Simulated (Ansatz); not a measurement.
**YZn: how the settings move a single-point run**

Aim: see which settings change the result for YZn, by how much, and at what cost.

Computed with Ansatz 0.2.0 (reference: DFT, LDA, all-electron LAPW, scalar-relativistic, unless a step's input says otherwise).

## (1) The starting structure

The structure is cubic, space group Fm-3m (No. 225). The conventional cell has a = 5.613 Å, b = 5.613 Å, c = 5.613 Å, α = 90.00°, β = 90.00°, γ = 90.00°. Y (site symmetry m-3m) is surrounded by 6 Zn at 2.81 Å. Zn (site symmetry m-3m) is surrounded by 6 Y at 2.81 Å.

Structure file:

```
CELL_PARAMETERS angstrom
0.00000 2.80674 2.80674
2.80674 0.00000 2.80674
2.80674 2.80674 0.00000
ATOMIC_POSITIONS crystal
Y 0.00000 0.00000 0.00000
Zn 0.50000 0.50000 0.50000
```

## (2) Reference

input.yaml

```yaml
crystal:
  lattice:
    - [0.0, 2.8067434723, 2.8067434723]
    - [2.8067434723, 0.0, 2.8067434723]
    - [2.8067434723, 2.8067434723, 0.0]
  atoms:
    - { symbol: "Y", position: [0.0, 0.0, 0.0] }
    - { symbol: Zn, position: [0.5, 0.5, 0.5] }
kpoints:
  mp_grid: { grid: [11, 11, 11] }
  band_path:
    path:
      - [0.0, 0.0, 0.0]
      - [0.5, 0.0, 0.5]
      - [0.625, 0.25, 0.625]
      - [0.375, 0.375, 0.75]
      - [0.0, 0.0, 0.0]
      - [0.5, 0.5, 0.5]
      - [0.5, 0.25, 0.75]
      - [0.5, 0.0, 0.5]
    npoints: 6
scf:
  occupations: { method: fermi_dirac, width: 0.05 }
hamiltonian:
  xc: lda
  pseudopotentials: { kind: all_electron, lapw: { basis_error: 0.001 } }
output:
  forces: true
  stress: true
  eigenvalues: true
  populations: true
```

Started as:

```console
$ ansatz run input.yaml --threads 1 --pin off --max-ram 2048MiB --backend cpu --events-out ev --progress --plain --runs-dir out
```

## (3) Changing settings: starting moments, spin_polarized true

input.yaml, as its differences from that of step 2:

```diff
@@ -6,4 +6,4 @@
   atoms:
-    - { symbol: "Y", position: [0.0, 0.0, 0.0] }
-    - { symbol: Zn, position: [0.5, 0.5, 0.5] }
+    - { symbol: "Y", position: [0.0, 0.0, 0.0], spin: 0.2 }
+    - { symbol: Zn, position: [0.5, 0.5, 0.5], spin: 0.2 }
 kpoints:
@@ -31 +31,3 @@
   populations: true
+magnetization:
+  spin_polarized: true
```

**Question.** What will these runs give? Wanted: for each run, ending; energy change; pressure; gap; force.

**Answer**, as computed:

```tsv
run	ending	energy change	pressure (GPa)	gap (eV)	force (eV/Å)	cycles	time
reference	converged	0	5.7	0.00	0.00	10	32 s
1: starting moments, spin_polarized true	converged	0.0 meV/atom	5.7	0.00	0.00	12	72 s
```

Residual by cycle in the longest SCF loop of each run; runs are numbered as in the table. The quantity is the density residual dr2, in eV.

```tsv
cycle	reference	run 1
1	0.0656	0.0651
2	0.062	0.0449
3	0.0314	0.0314
4	0.00905	0.013
5	8.8e-4	0.00298
6	1.3e-5	1.2e-4
7	1.8e-6	1.2e-5
8	1.8e-7	1.7e-6
9	4.1e-8	5.4e-8
10	6.5e-9	1.1e-8
11	-	5.5e-10
12	-	6.2e-11
```

**Reading.** With the changed spin polarisation the energy stays within 0.5 meV/atom: no moment survives, so both runs end on the same non-magnetic state.
